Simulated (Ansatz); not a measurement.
This script drives Ansatz 0.2.0, Python API.

The script, `dimer.py`:
```python
"""Interaction energy of two BBrH2 molecules, with the counterpoise correction."""

import ansatz as az
import numpy as np

FIRST = [
    ("B", (-0.1513, 0.0049, -0.0783)),
    ("Br", (1.5339, -0.3404, 0.8197)),
    ("H", (-1.1937, -0.5805, 0.1643)),
    ("H", (-0.189, 0.9161, -0.9056)),
]
SECOND = [
    ("B", (0.5745, 0.069, -4.7556)),
    ("Br", (-0.5392, 1.348, -3.8125)),
    ("H", (1.44, 0.371, -5.5605)),
    ("H", (0.4434, -1.1241, -4.481)),
]

def energy(atoms, ghosts=()):
    molecule = az.Crystal.molecule()
    for symbol, xyz in atoms:
        molecule = molecule.atom(symbol, xyz)
    calc = (
        molecule.calculation()
        .basis(gaussian="def2-SVP")
        .functional("HF")
    )
    deck = calc.input()
    if ghosts:
        deck = deck.set(az.key.basis.gaussian.ghost_atoms, [{"symbol": s, "position_ang": list(xyz)} for s, xyz in ghosts])
    return az.Session.from_dict(deck).plan().execute().report["free_energy_ev"]


def main() -> None:
    # ghost atoms carry the functions of the partner
    direction = np.array([0.1025, 0.0355, -0.9941])
    print("shift (A)   counterpoise-corrected interaction (kcal/mol)")
    for shift in (-0.3, 0.0, 0.4, 1.0, 2.0):
        moved = [(s, tuple(np.round(np.array(xyz) + shift * direction, 4))) for s, xyz in SECOND]
        gain = energy(FIRST + moved) - energy(FIRST, moved) - energy(moved, FIRST)
        print(f"{shift:8.2f} {23.060548 * gain:14.3f}")


if __name__ == "__main__":
    main()
```

It is started by `python dimer.py`. How long does it take on 1 thread of Arm Neoverse V2, with other jobs on the host, and how much memory does it need?

It took about 16 s, with a peak of 0.3 GiB, for 15 runs of the engine.

Running `python dimer.py` prints:
```text
shift (A)   counterpoise-corrected interaction (kcal/mol)
   -0.30          3.691
    0.00          1.436
    0.40          0.336
    1.00         -0.043
    2.00         -0.084
```

Notes:
- The dimer is a generated trial pose of unrelaxed monomers, not a minimum, so the figure is no binding energy, and the basis set is small.
- Hartree-Fock leaves correlation out, so bond, atomisation and ionisation energies come out well too low.
- This level lacks the dispersion part of the attraction (electrostatics and induction are there), which can decide the sign where the interaction is weak.
